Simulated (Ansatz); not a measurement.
# GeH4S2: the cost of one run

Program: Ansatz 0.2.0. Level of theory: RKS BLYP/def2-SVP. These are calculated values, not measurements.

## Step 1: The starting structure

Bond lengths: S1–S2 2.177 Å, S2–Ge3 2.198 Å, S1–H4 1.428 Å, Ge3–H5 1.564 Å, Ge3–H6 1.569 Å, Ge3–H7 1.599 Å. Angles: S1–S2–Ge3 91.4°, S2–S1–H4 89.6°, S2–Ge3–H5 110.8°, S2–Ge3–H6 110.7°, S2–Ge3–H7 110.3°, H5–Ge3–H6 109.6°, H5–Ge3–H7 107.8°, H6–Ge3–H7 107.5°.

As a file:

```xyz
7

S    -0.9340   -1.9915    0.0142
S    -1.4997    0.0288    0.5940
Ge    0.5390    0.7629    0.2280
H    -1.2300   -1.6722   -1.3457
H     0.9542    0.5280   -1.2614
H     0.6483    2.2900    0.5694
H     1.5836   -0.0139    1.1558
```

## Step 2: End point A

input.yaml

```yaml
crystal:
  periodic: [false, false, false]
  atoms:
    - { symbol: S, position_ang: [-0.934, -1.9915, 0.0142] }
    - { symbol: S, position_ang: [-1.4997, 0.0288, 0.594] }
    - { symbol: Ge, position_ang: [0.539, 0.7629, 0.228] }
    - { symbol: H, position_ang: [-1.23, -1.6722, -1.3457] }
    - { symbol: H, position_ang: [0.9542, 0.528, -1.2614] }
    - { symbol: H, position_ang: [0.6483, 2.29, 0.5694] }
    - { symbol: H, position_ang: [1.5836, -0.0139, 1.1558] }
basis:
  gaussian: { orbitals: def2-SVP }
hamiltonian:
  xc: blyp
relax:
  f_tol: 0.015
  max_steps: 40
```

Run with:

```
$ ansatz run input.yaml --threads 1 --pin off --max-ram 2048MiB --backend cpu --events-out ev --progress --plain --runs-dir out
```

**Question.** How long does this run take on 1 thread of an x86-64 CPU, shared host, and how much memory does it need?

About 15 s, with a peak of 0.14 GiB.
